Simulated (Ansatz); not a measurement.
Predict the output of the script below (Ansatz 0.2.0, Python API).

Script `run_dfpt.py`:
```python
"""Zone-centre and zone-boundary phonons of KPt by linear response."""

from pathlib import Path

import ansatz as az
from ase import Atoms
import numpy as np

atoms = Atoms(
    ["K", "Pt"],
    scaled_positions=[
        (1 / 3, 2 / 3, 0.5),
        (0.0, 0.0, 0.0),
    ],
    cell=[
        (3.00084728, 0.0, 0.0),
        (-1.50042364, 2.59880998, 0.0),
        (0.0, 0.0, 5.345578),
    ],
    pbc=True,
)
cell = az.Crystal.from_ase(atoms)

setup = (
    cell.calculation()
    .scf(tolerance=1e-09, max_iterations=150, extra_bands=8)
    .functional("pbe", dispersion="d3bjatm")
    .pseudopotentials("nc")
    .mixing("msr1", preconditioner="none")
    .occupations("cold", width=0.02)
    .kpoints(12, 12, 6)
    .phonons("dfpt", points=[(0, 0, 0), (0.5, 0, 0)])
)
outcome = setup.run(threads=1, backend="cpu", runs_dir="runs")
ph = outcome.phonons

for q in ph.qpoints:
    print("q =", np.round(q.q_frac, 3), "1/cm:", " ".join(f"{w:.1f}" for w in q.omega_inv_cm))
```

```console
$ python run_dfpt.py
DeckWarning: basis.ecutwfc = 1142.878222 eV, auto-derived from the records' recommended cutoffs: set by Pt (normal level)
RunWarning: eigensolver did not converge (k=72): 1 band(s) unlocked after 2 eigensolves, warm-restarted (20 sweeps on the last) at ethr=1.25e-12 eV (storage-precision floor; scheduled 1.00e-12 eV) [...]
q = [0. 0. 0.] 1/cm: -0.0 0.0 0.0 58.9 58.9 181.6
q = [0.5 0.  0. ] 1/cm: 35.0 52.5 81.3 121.9 128.4 236.7
```
(Warnings from the package without file and line, shortened.)

Notes:
- These settings explore the input space; cutoff and mesh may be short of convergence.
- The cell isn't relaxed first, so the values belong to this volume.
- Dispersion corrections can be off by several per cent in the lattices of metals, and by several GPa in the pressure at a fixed cell.
- Spin-orbit coupling, which matters for elements this heavy, is left out.
- The structure comes from a database of computed cells and needn't be a stable or known phase.
- The structure is taken as given; imaginary modes can come from an unrelaxed or unstable start. Phonons of metals also depend on mesh and smearing.
- It ran for 20 min on 1 thread of Arm Neoverse V1, on a shared host, peak memory 1.9 GiB.
